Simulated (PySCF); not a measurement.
# C3H6F2GeS2: the cost of one run

The runs use PySCF 2.14.0, with density-fitted response routines of our own; the level of theory stands in each step. All values are computed, except where a source is named. Atoms are numbered from 0 throughout.

## Step 1: Starting geometry

14 atoms, charge 0, multiplicity 1; geometry from: GFN2-xTB.

Bonds of the start (Å): F0–C1 1.35, C1–F2 1.36, C1–C3 1.53, C3–C4 1.52, C4–S5 1.84, S5–Ge6 2.22, Ge6–S7 2.22, S7–C3 1.83, C1–H8 1.10, C3–H9 1.09, C4–H10 1.09, C4–H11 1.09, Ge6–H12 1.52, Ge6–H13 1.52.

## Step 2: Excited states and response: PBE0/def2-SVPD

Job settings and geometry (Å):

```
{"job": {"kind": "uv", "xc": "PBE0", "basis": "def2-SVPD", "nstates": 8, "ntriplets": 3}, "charge": 0, "multiplicity": 1}
F     -1.985715     1.059420    -1.540994
C     -1.503195     0.623267    -0.360618
F     -2.580766     0.250327     0.372313
C     -0.570887    -0.568119    -0.554583
C     -0.128394    -1.161646     0.769728
S      0.881324    -0.006506     1.776481
Ge     2.072003     0.743885     0.059079
S      0.850610    -0.084799    -1.603989
H     -1.021185     1.473779     0.149337
H     -1.110038    -1.326943    -1.130048
H     -0.996161    -1.401194     1.384526
H      0.453626    -2.067012     0.598461
H      2.149895     2.260367     0.072323
H      3.488205     0.204702    -0.014182
```

Method: TDDFT PBE0/def2-SVPD, vertical, gas phase, core orbitals frozen in the response.

Run with:

```console
> OMP_NUM_THREADS=1 python probes_run.py task.json out
```

This one command runs all jobs of the session in turn.

**Question.** How long does this job take on 1 thread of Arm Neoverse N1, shared host, and how much memory does it need?

About 1.9 min, with a peak of 0.99 GiB.
